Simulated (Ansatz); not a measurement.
# BaCoO3 (P6_3/mmc) in Ansatz: further runs

Runs on BaCoO3. Level: PBEsol. Tasks: single point.

All numbers are computed with Ansatz 0.2.0; they aren't measurements. Logs are shortened: lines on timing, memory, paths and dates and some standing lists are left out, and cuts for length are marked.

### Step 1. Starting point

Symmetry: P6_3/mmc, No. 194, hexagonal system. Conventional cell: a = 5.590 Å, b = 5.590 Å, c = 4.820 Å, α = 90.00°, β = 90.00°, γ = 120.00°. Around Ba (site symmetry -6m2) lie 12 O at 2.79 to 2.90 Å. Co (site symmetry -3m) has 6 O at 2.01 Å as nearest neighbours. O (site symmetry mm2) has 2 Co at 2.01 Å as nearest neighbours.

### Step 2. Single point, PBEsol, collinear spin, ferromagnetic start

input.yaml

```yaml
crystal:
  lattice:
    - [5.59, 0.0, 0.0]
    - [-2.795, 4.8410820072, 0.0]
    - [0.0, 0.0, 4.82]
  atoms:
    - { symbol: Ba, position: [0.6666666667, 0.3333333333, 0.75] }
    - { symbol: Ba, position: [0.3333333333, 0.6666666667, 0.25] }
    - { symbol: Co, position: [0.0, 0.0, 0.5], spin: 3.0 }
    - { symbol: Co, position: [0.0, 0.0, 0.0], spin: 3.0 }
    - { symbol: O, position: [0.6666599999, 0.83333, 0.75] }
    - { symbol: O, position: [0.83333, 0.16667, 0.25] }
    - { symbol: O, position: [0.16667, 0.3333400001, 0.75] }
    - { symbol: O, position: [0.3333400001, 0.16667, 0.25] }
    - { symbol: O, position: [0.16667, 0.83333, 0.75] }
    - { symbol: O, position: [0.83333, 0.6666599999, 0.25] }
hamiltonian:
  xc: pbesol
  pseudopotentials: { kind: paw }
magnetization:
  spin_polarized: true
  initial_magnetization: 6.0
  spin_locking: { lock_magnetization: hard }
kpoints:
  mp_grid: { grid: [5, 5, 5] }
scf:
  occupations: { method: fermi_dirac, width: 0.05 }
  lower_state_search: "off"
output:
  forces: true
  stress: true
  eigenvalues: true
```

Potentials or basis: Ansatz PAW.

Launch:

```bash
ansatz run input.yaml --threads 4 --pin off --max-ram 11264MiB --backend cpu --events-out ev --progress --plain --runs-dir out
```

Standard output:

```text
Warning: output.stress: scf.convergence.dr2_threshold = 1e-7 eV (the SCF's general default) is looser than the 1e-9 eV advised for a printed stress (1e-10 eV for each atom of the cell: 10). What an SCF threshold leaves in a stress goes as its square root, and in the free energy as the threshold itself, and one threshold admits the most on a small cell: of the crystals measured, under no hybrid functional and no lock of the moments, on runs that ended without the residual-converged pass, on stresses that held no estimate of that error, the worst erred by over 100 MPa in a component at 1e-7 eV an atom and by under 5 at 1e-10. Set scf.convergence.dr2_threshold to 1e-9 eV or tighter. The threshold is an SCF's pass mark: one that does not reach it within its budget of iterations ends unconverged, or closes short of it on a stop that the run arms, and scf.convergence.dr2_threshold's page says what that costs each kind of run
Warning: RAYON_NUM_THREADS=4 ignored (pool sized by the plan → 4); use --threads N
Engine: ansatz 0.2.0, aarch64-unknown-linux-gnu
Pseudopotentials: kind: paw
Pseudopotential: Ba, paw, valence charge 10, recommended cutoff 420 eV (normal), Ba.paw.azcp
Pseudopotential: Co, paw, valence charge 17, recommended cutoff 420 eV (normal), Co.paw.azcp
Pseudopotential: O, paw, valence charge 6, recommended cutoff 420 eV (normal), O.paw.azcp
Functional definition: PBEsol
  exchange = pbesol_x
  correlation = pbesol_c
Crystal: 10 atoms, lattice volume = 130.437 Å³
Basis set: ecut = 420 eV, 2585 PW (Γ), exchange–correlation on 80×80×72 points (8 copies of the dense FFT grid, shifted against one another)
Bands: 58, of which v1, the nominal top of the filled ones, is band 45 counted from 1 (44 counted from 0)
Symmetry: 24 space group operations
Space group: P63/mmc (ITA 194), of the structure as read, at distance tolerance 5.1e-5 Å
Magnetic group: BNS 194.263 (UNI 1493), of the structure as read, at distance tolerance 5.1e-5 Å
k-points: 15 of 125
Non-local potential: Ba, projectors of the file, l = 0: 3, l = 1: 2, l = 2: 2, l = 3: 2
Non-local potential: Co, projectors of the file, l = 0: 3, l = 1: 2, l = 2: 3, l = 3: 1
Non-local potential: O, projectors of the file, l = 0: 2, l = 1: 2, l = 2: 1
PAW form: soft (Blöchl's): semilocal exchange-correlation on the pseudo side does not see the compensation charge
PAW frozen core: Ba, regenerated for the run's functional, and the local potential with it (the file was generated under x = pbe(κ = 0.804, μ = 0.2195149727645171), c = pbe(β = 0.06672455060314922))
PAW frozen core: Co, regenerated for the run's functional, and the local potential with it (the file was generated under x = pbe(κ = 0.804, μ = 0.2195149727645171), c = pbe(β = 0.06672455060314922))
PAW frozen core: O, regenerated for the run's functional, and the local potential with it (the file was generated under x = pbe(κ = 0.804, μ = 0.2195149727645171), c = pbe(β = 0.06672455060314922))
PAW one-centre angular grid: Ba, 194 points (default); XC on 64 Gauss nodes
PAW one-centre angular grid: Co, 590 points (default); XC on 64 Gauss nodes
PAW one-centre angular grid: O, 110 points (default); XC on 64 Gauss nodes
Initial density: superposition of atomic densities (chi_scale 0.1, normalization cell, long waves kept (reshape's long-wave potential 0.00 eV rms))
Starting moments: Σ|m| = 6 μB on 2 of 10 sites
Initial wavefunctions: pseudopotential atomic-orbital guess
Functional: x = pbesol(κ = 0.804, μ = 0.12345679012345678), c = pbesol(β = 0.046)
SCF iter   1: F=—  HF=-25281.275125 eV  |F-HF|=—  |Δ(HF+E_count)|=         —  Δρ=1.83e-1 (↑4.22e-2 ↓1.83e-1)  dr2=5.24e1  dr2_m=7.60e0  M=6.000 μB ∫|m|=6.002 μB  β_m=0.30  ethr=3.10e-3  ⟨swp⟩=7.7  Hψ=8120  notcnv=0  defer=18
preconditioner: auto → Kerker (q_TF=auto, 2.565 Å⁻¹)  [metal: Δε(μ)=0.026 eV  Ē_g=11.756 eV  σ=0.050 eV  W_gap=0.13  n_scr=26 (ndim 8)  ℏωp=27.2 eV  f_vac=0.000  D(μ)=8.10/eV (n_scr^D=70)]
spin=Collinear: Kerker preconditioning applied to the charge; magnetization (m = ρ↑ − ρ↓) channel mixes plain (no charge-response kernel on spin).
SCF iter   2: F=—  HF=-25280.568731 eV  |F-HF|=—  |Δ(HF+E_count)|=   7.06e-1  Δρ=1.13e-1 (↑7.37e-2 ↓1.13e-1)  dr2=3.39e1  dr2_m=6.46e-1  M=6.000 μB ∫|m|=6.038 μB  β_m=0.24  ethr=3.10e-3  ⟨swp⟩=3.3  Hψ=4030  notcnv=0  defer=154
SCF iter   3: F=—  HF=-25277.663852 eV  |F-HF|=—  |Δ(HF+E_count)|=    2.90e0  Δρ=3.71e-2 (↑2.76e-2 ↓3.71e-2)  dr2=4.31e0  dr2_m=1.64e-1  M=6.000 μB ∫|m|=6.030 μB  β_m=0.53  ethr=3.10e-3  ⟨swp⟩=2.8  Hψ=3661  notcnv=0  defer=159
SCF iter   4: F=—  HF=-25277.357857 eV  |F-HF|=—  |Δ(HF+E_count)|=   3.06e-1  Δρ=2.60e-2 (↑1.01e-2 ↓2.60e-2)  dr2=8.06e-1  dr2_m=2.99e-1  M=6.000 μB ∫|m|=6.065 μB  β_m=0.53  ethr=3.10e-3  ⟨swp⟩=3.1  Hψ=3284  notcnv=0  defer=159
SCF iter   5: F=—  HF=-25277.245217 eV  |F-HF|=—  |Δ(HF+E_count)|=   1.13e-1  Δρ=2.24e-2 (↑5.63e-3 ↓2.24e-2)  dr2=4.42e-1  dr2_m=2.09e-1  M=6.000 μB ∫|m|=6.092 μB  β_m=0.76  ethr=8.95e-4  ⟨swp⟩=2.9  Hψ=2761  notcnv=0  defer=157
SCF iter   6: F=—  HF=-25277.255445 eV  |F-HF|=—  |Δ(HF+E_count)|=   1.02e-2  Δρ=2.77e-2 (↑2.70e-3 ↓2.77e-2)  dr2=9.87e-1  dr2_m=1.96e-1  M=6.000 μB ∫|m|=6.103 μB  β_m=0.88  ethr=4.91e-4  ⟨swp⟩=3.1  Hψ=2542  notcnv=0  defer=157
SCF iter   7: F=—  HF=-25277.202622 eV  |F-HF|=—  |Δ(HF+E_count)|=   5.28e-2  Δρ=4.86e-3 (↑4.53e-4 ↓4.86e-3)  dr2=2.73e-2  dr2_m=7.70e-3  M=6.000 μB ∫|m|=6.107 μB  β_m=0.75  ethr=4.91e-4  ⟨swp⟩=2.2  Hψ=2527  notcnv=0  defer=157
[... 14 lines left out ...]
SCF converged after 16 iterations
Stability checked in part: among states of this total moment the steps that led to this state did not find it unstable. No probe was made; neither looks for a lower state of another moment (fixed_total_moment; see scf.lower_state_search)
an eigenvalue changed by more than its tolerance at an iteration that met the thresholds in force, so the SCF went on 2 times, its first undamped step at iteration 14: the last check found none over its tolerance
Magnetization: 6.0000 μB (48.0000 up, 42.0000 down)
Absolute magnetization: 6.1054 μB (∫|ρ↑−ρ↓|, with the PAW one-centre terms)
Spin contamination: 0.0810 ħ² per cell (⟨S²⟩ above its minimum at these occupations)
Per-site moments (μB) at R_I (Å): [(0.019712873305068174, 1.152937500082221), (0.01971287330506793, 1.1529375000822208), (2.0459142008442304, 0.8307690086692633), (2.04591420084423, 0.8307690086692633), (0.2530274924710134, 0.8307690086692634), (0.2530274924710134, 0.8307690086692633), (0.25302749247101364, 0.8307690086692634), (0.25302749247101347, 0.8307690086692634), (0.2530274924710133, 0.8307690086692634), (0.25302749247101364, 0.8307690086692634)]
Free energy (F): -25277.201675 eV
Harris-Foulkes:  -25277.201675 eV  (|F-HF|=1.80e-9)
Internal energy: -25277.134830 eV  (E = F + TS)
E sigma→0 (E₀):  -25277.168253 eV
Entropy (-TS):   -0.066845 eV (-6.685 meV/atom)
Fermi energy:    9.914533 (↑ 10.227932, ↓ 9.601134) eV
--- Per-component energies (eV) ---
  E_band       = -761.324795
  E_kinetic    = 2264.885190
  E_local      = -11664.962375  (includes V_loc(G=0)·N_el)
  E_nonlocal   = 1310.561492
  E_hartree    = 4897.918899
  E_xc         = -1082.501460
  E_vxc        = -1236.007575  (∫ρ·V_xc dr)
  E_paw        = -14142.931810  (= ΣΔE_a)
  E_vpaw       = -1231.657141  (= ΣTr[D̂ρ^β])
  E_aug_tail   = 0.014353  (compensation charges beyond the density's cutoff)
  E_ewald      = -6861.010551
  E_core_change = 0.891432  (= ΣΔE_core)
  E_smearing   = -0.066845  (= −TS)
  E_closure    = -0.000000  (closes the sum)
  Σ components = -25277.201675   (vs F -25277.201675, Δ=0.00e0)
--- Forces (eV/Å), atoms counted from 1 ---
  atom   1  Ba     0.00000000     0.00000000     0.00000000
  atom   2  Ba    -0.00000000    -0.00000000     0.00000000
  atom   3  Co     0.00000000     0.00000000     0.00000000
  atom   4  Co     0.00000000    -0.00000000     0.00000000
  atom   5  O      1.78347725     1.02969107     0.00000000
  atom   6  O      1.78347725    -1.02969107     0.00000000
  atom   7  O      0.00000000    -2.05938214     0.00000000
  atom   8  O     -1.78347725    -1.02969107     0.00000000
  atom   9  O     -1.78347725     1.02969107     0.00000000
  atom  10  O      0.00000000     2.05938214     0.00000000
  max |Σ_I F_I| component: 4.44e-16 eV/Å
--- Stress (GPa, compression-positive) ---
       -8.413408       0.000000       0.000000
        0.000000      -8.413408       0.000000
        0.000000       0.000000      -8.421347
  P = ⅓ Tr σ = -8.4161 GPa (-84.161 kbar)
--- Band table (eV; the first three rows and the last of 30) ---
  k-point 0 ↑: bands = ["-87.2685", "-87.2420", "-50.7136", "-50.6129", "-50.6129", "-50.5881", "-50.5881", "-50.4815", "-15.3422", "-15.0971", "-8.1158", "-7.2987", "-7.1821", "-7.1821", "-7.0212", "-7.0212", "-1.0871", "-1.0871", "-1.0129", "-0.4090", "-0.4090", "-0.1996", "3.4049", "5.0498", "5.0498", "5.1752", "5.2650", "5.2650", "5.3429", "6.0495", "6.0495", "6.4231", "6.4421", "6.4421", "7.1252", "7.1252", "7.1924", "7.1924", "8.0434", "8.5656", "8.6215", "8.8706", "8.9555", "8.9555", "8.9721", "8.9721", "9.8283", "9.8283", "10.9244", "10.9244", "15.6224", "15.9348", "15.9348", "16.4553", "16.4553", "16.6739", "16.8621", "16.8621"]
  k-point 1 ↑: bands = ["-87.2659", "-87.2445", "-50.6916", "-50.6105", "-50.6105", "-50.5905", "-50.5905", "-50.5038", "-15.3131", "-15.1143", "-8.0781", "-7.4341", "-7.1587", "-7.1587", "-7.0277", "-7.0277", "-1.0690", "-1.0690", "-0.8337", "-0.5276", "-0.5276", "-0.2617", "3.7201", "4.8244", "5.0775", "5.0775", "5.3310", "5.3310", "5.6239", "5.8481", "5.8481", "6.4157", "6.4995", "6.4995", "6.9654", "6.9654", "7.6974", "7.6974", "8.1166", "8.2415", "8.5173", "8.7848", "8.9063", "8.9063", "8.9128", "8.9128", "10.0592", "10.0592", "10.7888", "10.7888", "15.2820", "15.2820", "16.2683", "16.3730", "16.3730", "16.6080", "17.7248", "17.7248"]
  k-point 2 ↑: bands = ["-87.2593", "-87.2512", "-50.6339", "-50.6043", "-50.6043", "-50.5967", "-50.5967", "-50.5621", "-15.2422", "-15.1659", "-7.9493", "-7.7131", "-7.1047", "-7.1047", "-7.0541", "-7.0541", "-0.9788", "-0.9788", "-0.7761", "-0.7761", "-0.5356", "-0.3701", "4.4153", "4.8043", "5.2200", "5.2200", "5.3846", "5.3846", "5.5230", "5.7809", "5.7809", "5.9367", "5.9598", "5.9598", "7.6923", "7.6923", "7.9557", "7.9557", "8.0679", "8.3132", "8.3548", "8.5678", "8.8254", "8.8254", "8.8391", "8.8391", "10.3224", "10.3224", "10.5158", "10.5158", "15.1477", "15.1477", "15.8376", "15.8376", "16.7158", "17.0345", "18.4349", "18.4349"]
  k-point 14 ↓: bands = ["-84.6935", "-84.6847", "-48.2641", "-48.1861", "-48.0405", "-48.0405", "-48.0318", "-48.0318", "-15.1743", "-15.1596", "-7.5061", "-7.1955", "-7.0584", "-6.9839", "-6.6375", "-6.5937", "-0.4702", "-0.4343", "-0.3791", "-0.3259", "-0.1801", "-0.1761", "5.3238", "5.7424", "5.7805", "5.9076", "6.0764", "6.0829", "6.4195", "6.5307", "6.5524", "6.5750", "6.7146", "7.2374", "7.9035", "8.1955", "8.2694", "8.3770", "8.5572", "8.7316", "9.6239", "9.7299", "9.8322", "9.9629", "10.0924", "10.2257", "11.3601", "11.5561", "11.6410", "11.7394", "16.6532", "16.9667", "17.1280", "17.1891", "17.7072", "17.8622", "18.3433", "18.5323"]
```

It took 9.4 s on 4 threads of Arm Neoverse V2, shared host; peak memory 0.64 GiB.

What came out:

* Free energy: -25277.2017 eV
* Pressure: -8.4 GPa
* Largest force: 2.059 eV/Å
* Net moment: 6.00 μB per cell
* Absolute moment: 6.11 μB per cell
* Site moments: Ba +0.02; Co +2.05; O +0.25 μB

Forces on the atoms (eV/Å):
```
Ba   0.000  0.000  0.000
Ba   0.000  0.000  0.000
Co   0.000  0.000  0.000
Co   0.000  0.000  0.000
O    1.783  1.030  0.000
O    1.783 -1.030  0.000
O    0.000 -2.059  0.000
O   -1.783 -1.030  0.000
O   -1.783  1.030  0.000
O    0.000  2.059  0.000
```

Caveat: the pressure holds a Pulay correction of +0.6 GPa for the finite cutoff; the cell's inner coordinates are idealised or old, which leaves forces on the atoms; the total moment is fixed, so each spin has its own Fermi level; the PAW data sets come from PBE, with cores solved anew for the run's functional, which leaves a small shift of forces and pressure; the thresholds are loose for stress. The run has no spin-orbit coupling, so splittings on Ba are missing.

### Step 3. Single point, PBEsol, collinear spin, ferromagnetic start

input.yaml: that of step 2 with these lines changed.

```diff
@@ -8,4 +8,4 @@
     - { symbol: Ba, position: [0.3333333333, 0.6666666667, 0.25] }
-    - { symbol: Co, position: [0.0, 0.0, 0.5], spin: 3.0 }
-    - { symbol: Co, position: [0.0, 0.0, 0.0], spin: 3.0 }
+    - { symbol: Co, position: [0.0, 0.0, 0.5], spin: 4.0 }
+    - { symbol: Co, position: [0.0, 0.0, 0.0], spin: 4.0 }
     - { symbol: O, position: [0.6666599999, 0.83333, 0.75] }
@@ -21,3 +21,3 @@
   spin_polarized: true
-  initial_magnetization: 6.0
+  initial_magnetization: 8.0
   spin_locking: { lock_magnetization: hard }
@@ -32 +32,5 @@
   eigenvalues: true
+  write_density: true
+  write_potential: true
+  elf: true
+  volumetric_format: npy
```

Potentials or basis: Ansatz PAW.

Launch:

```bash
ansatz run input.yaml --threads 4 --pin off --max-ram 11264MiB --backend cpu --events-out ev --progress --plain --runs-dir out
```

Standard output:

```text
Warning: output.stress: scf.convergence.dr2_threshold = 1e-7 eV (the SCF's general default) is looser than the 1e-9 eV advised for a printed stress (1e-10 eV for each atom of the cell: 10). What an SCF threshold leaves in a stress goes as its square root, and in the free energy as the threshold itself, and one threshold admits the most on a small cell: of the crystals measured, under no hybrid functional and no lock of the moments, on runs that ended without the residual-converged pass, on stresses that held no estimate of that error, the worst erred by over 100 MPa in a component at 1e-7 eV an atom and by under 5 at 1e-10. Set scf.convergence.dr2_threshold to 1e-9 eV or tighter. The threshold is an SCF's pass mark: one that does not reach it within its budget of iterations ends unconverged, or closes short of it on a stop that the run arms, and scf.convergence.dr2_threshold's page says what that costs each kind of run
[... 96 lines left out ...]
  k-point 2 ↑: bands = ["-87.7596", "-87.7515", "-51.1056", "-51.1053", "-51.1053", "-51.0978", "-51.0978", "-51.0349", "-15.2198", "-15.1430", "-8.0202", "-7.7834", "-7.1802", "-7.1802", "-7.1313", "-7.1313", "-0.9712", "-0.9712", "-0.7668", "-0.7668", "-0.5114", "-0.3452", "4.2606", "4.7282", "4.9471", "4.9471", "5.1181", "5.1181", "5.2982", "5.4804", "5.4804", "5.6513", "5.6513", "5.7423", "7.5200", "7.5200", "7.7061", "7.7061", "7.9106", "8.1349", "8.2490", "8.5026", "8.6736", "8.6736", "8.7512", "8.7512", "10.1075", "10.1075", "10.2988", "10.2988", "15.1450", "15.1450", "15.8323", "15.8323", "16.6947", "16.9883", "18.4332", "18.4332", "18.4581"]
  k-point 14 ↓: bands = ["-84.5879", "-84.5791", "-48.1220", "-48.0431", "-47.9643", "-47.9643", "-47.9555", "-47.9555", "-15.1465", "-15.1318", "-7.3376", "-7.0177", "-6.8763", "-6.8015", "-6.4462", "-6.4010", "-0.4384", "-0.4039", "-0.3293", "-0.2786", "-0.1510", "-0.1460", "5.4477", "5.8882", "5.8958", "6.0091", "6.2166", "6.2304", "6.5244", "6.6322", "6.6527", "6.7310", "6.8706", "7.3343", "8.0598", "8.3554", "8.3918", "8.5416", "8.6893", "8.9074", "9.7108", "9.8181", "9.9486", "10.0671", "10.1927", "10.3125", "11.5211", "11.7308", "11.8279", "11.9362", "16.7087", "17.0208", "17.1778", "17.2518", "17.7577", "17.9033", "18.4007", "18.5966", "18.7963"]
```

v_z.tsv:

```text
# z_ang	v_es[eV]	v_tot_up[eV]	v_tot_dn[eV]
# format = ansatz-planar-average/11
# xc	pbesol
# density_cutoff_ev	1680
# datasets	Ba=:simpson_from_first_knot:soft:shift=-1146388	Co=:simpson_from_first_knot:soft:shift=-648408	O=:simpson_from_first_knot:soft:shift=-234619
# lattice	5.590000000	0.000000000	0.000000000
# lattice	-2.795000000	4.841082007	0.000000000
# lattice	0.000000000	0.000000000	4.820000000
# sites	10
# site	56	2.795000000	1.613694002	3.615000000
# site	56	-0.000000000	3.227388005	1.205000000
# site	27	0.000000000	0.000000000	2.410000000
# site	27	0.000000000	0.000000000	0.000000000
# site	8	1.397472050	4.034218869	3.615000000
# site	8	4.192472050	0.806863138	1.205000000
# site	8	-0.000000000	1.613726277	3.615000000
# site	8	1.397527950	0.806863138	1.205000000
# site	8	-1.397472050	4.034218869	3.615000000
# site	8	2.795000000	3.227355731	1.205000000
0.000000	7.225424e0	-2.243273e0	-2.080354e0
0.133889	7.221140e0	-2.340939e0	-2.179093e0
0.267778	7.164628e0	-2.673690e0	-2.506102e0
0.401667	7.123358e0	-3.184455e0	-3.000530e0
0.535556	6.714069e0	-4.241203e0	-4.036716e0
0.669444	5.460425e0	-6.237995e0	-6.021957e0
[... 28 lines left out ...]
4.552222	7.164628e0	-2.673690e0	-2.506102e0
4.686111	7.221140e0	-2.340939e0	-2.179093e0
```

It took 9.8 s on 4 threads of Arm Neoverse V2, shared host; peak memory 0.62 GiB.

Results:

```yaml
Free_energy: -25276.5190 eV
Pressure: -5.1 GPa
Largest_force: 1.552 eV/Å
Net_moment: 8.00 μB per cell
Absolute_moment: 8.09 μB per cell
Site_moments: Ba +0.02; Co +2.52; O +0.40 μB
```

Forces in eV/Å, atoms in the order of the input:
```
Ba   0.000  0.000  0.000
Ba   0.000  0.000  0.000
Co   0.000  0.000  0.000
Co   0.000  0.000  0.000
O    1.344  0.776  0.000
O    1.344 -0.776  0.000
O    0.000 -1.552  0.000
O   -1.344 -0.776  0.000
O   -1.344  0.776  0.000
O    0.000  1.552  0.000
```

Stress tensor (GPa, compression positive):
```
-4.62  0.00  0.00
 0.00 -4.62  0.00
 0.00  0.00 -6.03
```

Caveat: the pressure holds a Pulay correction of +0.6 GPa for the finite cutoff; the cell's inner coordinates are idealised or old, which leaves forces on the atoms; the total moment is fixed, so each spin has its own Fermi level; the PAW data sets come from PBE, with cores solved anew for the run's functional, which leaves a small shift of forces and pressure; the thresholds are loose for stress.
